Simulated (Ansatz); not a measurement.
Run this with Ansatz 0.2.0 through its Python package and show what comes out.

Contents of `brcu.xyz`:
```text
2

Cu    1.20660   -0.45310    0.60270
Br   -1.17710    0.39290   -0.59860
```

`run_x2c.py`:
```python
import ansatz as az
import numpy as np

mol = az.Crystal.molecule_from_extxyz("brcu.xyz")

model = mol.calculation().functional("hf").forces()
sets = {"none": "cc-pVTZ", "scalar": "cc-pVTZ-DK"}
found = {kind: model.basis(gaussian=basis).pseudopotentials(relativity=kind).run(threads=1).report for kind, basis in sets.items()}
for kind, each in found.items():
    dipole = 4.803205 * np.linalg.norm(each["charge_distribution"]["dipole_moment_e_ang"])
    print(f"{kind:7s} E = {each['free_energy_ev']:.4f} eV  dipole {dipole:.3f} D  largest force component {np.abs(each['forces_ev_ang']).max():.4f} eV/A")
print(f"relativity lowers the total energy by {found['none']['free_energy_ev'] - found['scalar']['free_energy_ev']:.3f} eV")
```

```console
$ python run_x2c.py
none    E = -114600.0456 eV  dipole 9.151 D  largest force component 1.5587 eV/A
scalar  E = -115856.5747 eV  dipole 8.948 D  largest force component 1.6262 eV/A
relativity lowers the total energy by 1256.529 eV
```

The total moves by -1256.5 eV, nearly all in the cores, and the dipole from 9.15 to 8.95 D.

Total energies depend on the basis set; only differences at equal settings carry meaning. The geometry is a force-field or estimated start, not a minimum of this method. The basis set changes with the Hamiltonian (a set recontracted for scalar relativity), and most of the change in the total lies in the cores. It ran for 7.2 s on 1 thread of Arm Neoverse V2, on a shared host, peak memory 0.27 GiB.
